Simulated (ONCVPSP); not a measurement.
# Rhenium: generating and testing an ONCV potential

Task: generate the file, and judge it by its errors in other configurations, its logarithmic derivatives, its ghosts and its cutoff.

Method: ONCVPSP 4.0.1, LDA (Perdew-Zunger), scalar-relativistic.

**1. The atom and the settings**

Typed settings, in words:

```
element                 : rhenium (Re, Z = 75)
type                    : optimised norm-conserving Vanderbilt (ONCV)
frozen core             : [Kr] 4d10 4f14
valence charge          : 15
reference configuration : 5s2 5p6 5d5.5 6s1.5
partial waves           : 5s+6s: rc 1.95 bohr, ncon 4, nbas 7, qcut 6.2 1/bohr, 3 projectors, debl 1.6 Ha; 5p: rc 2.05 bohr, ncon 5, nbas 8, qcut 8.2 1/bohr, 2 projectors, debl 3 Ha; 5d: rc 2.75 bohr, ncon 4, nbas 9, qcut 6.6 1/bohr, 2 projectors, debl 2.2 Ha
local potential         : polynomial inside 1.55 bohr (lpopt 4, dvloc0 -1 Ha)
core correction         : Teter function fitted to the true core (icmod 2), fcfact 0.4
```

**2. The generation run**

Contents of Re.dat:

```
# ATOM AND REFERENCE CONFIGURATION
# atsym  z   nc   nv     iexc    psfile
  Re 75.00   10    4        3      upf
#
#   n    l    f
    1    0    2.00
    2    0    2.00
    2    1    6.00
    3    0    2.00
    3    1    6.00
    3    2   10.00
    4    0    2.00
    4    1    6.00
    4    2   10.00
    4    3   14.00
    5    0    2.00
    5    1    6.00
    5    2    5.50
    6    0    1.50
#
# PSEUDOPOTENTIAL AND OPTIMIZATION
# lmax
    2
#
#   l,   rc,      ep,       ncon, nbas, qcut
    0    1.95    0.00    4    7    6.20
    1    2.05    0.00    5    8    8.20
    2    2.75    0.00    4    9    6.60
#
# LOCAL POTENTIAL
# lloc, lpopt,  rc(5),   dvloc0
    4    4    1.55   -1.00
#
# VANDERBILT-KLEINMAN-BYLANDER PROJECTORs
# l, nproj, debl
    0    3    1.60
    1    2    3.00
    2    2    2.20
#
# MODEL CORE CHARGE
# icmod, fcfact, rcfact
    2    0.40    0.75
#
# LOG DERIVATIVE ANALYSIS
# epsh1, epsh2, depsh
   -5.00    5.00    0.04
#
# OUTPUT GRID
# rlmax, drl
    6.00    0.01
#
# TEST CONFIGURATIONS
# ncnf
    4
# nvcnf
#   n    l    f
    4
    5    0    2.00
    5    1    6.00
    5    2    5.00
    6    0    2.00
#
    4
    5    0    2.00
    5    1    6.00
    5    2    5.00
    6    0    1.00
#
    4
    5    0    2.00
    5    1    6.00
    5    2    5.00
    6    0    0.00
#
    4
    5    0    2.00
    5    1    6.00
    5    2    4.00
    6    0    0.00
#
```

Run with:

```bash
$ oncvpsp.x < Re.dat > Re.out
```

Q: Predict the outcome of this session. Wanted: cutoffs for 1 and 0.1 mHa per electron, occupied waves; bound ghosts; GHOST(+) flags; largest test error; largest phase difference near zero energy, channels read; rms error of d²Exc/dn², without and with the model core.

As calculated:

```
                                                quantity                         value
  cutoffs for 1 and 0.1 mHa per electron, occupied waves               18 Ha and 24 Ha
                                            bound ghosts                    none found
                                          GHOST(+) flags                   p at 652 eV
                            largest test error (AE − PS)  -12 meV, for 5s2 5p6 5d5 6s0
largest phase difference near zero energy, channels read                     0.003 rad
 rms error of d²Exc/dn², without and with the model core             8.54 and 0.59 mHa
```

What this shows: By total energies transferability is good: the largest error is 12 meV on 25.8 eV, for 5s2 5p6 5d5 6s0. It counts as of middling hardness, with 18 Ha needed at the looser tolerance. At the looser tolerance the 5p wave is the slowest; 6s needs 13 Ha. No bound ghost shows below the valence levels. Near zero energy the phases of the channels with partial waves agree within 0.003 rad. The program also flags highly localised states, GHOST(+) (p). Note that the frozen 4f shell (-41 eV) lies higher than the valence 5s shell (-84 eV). All of this concerns the isolated atom, not yet a solid.
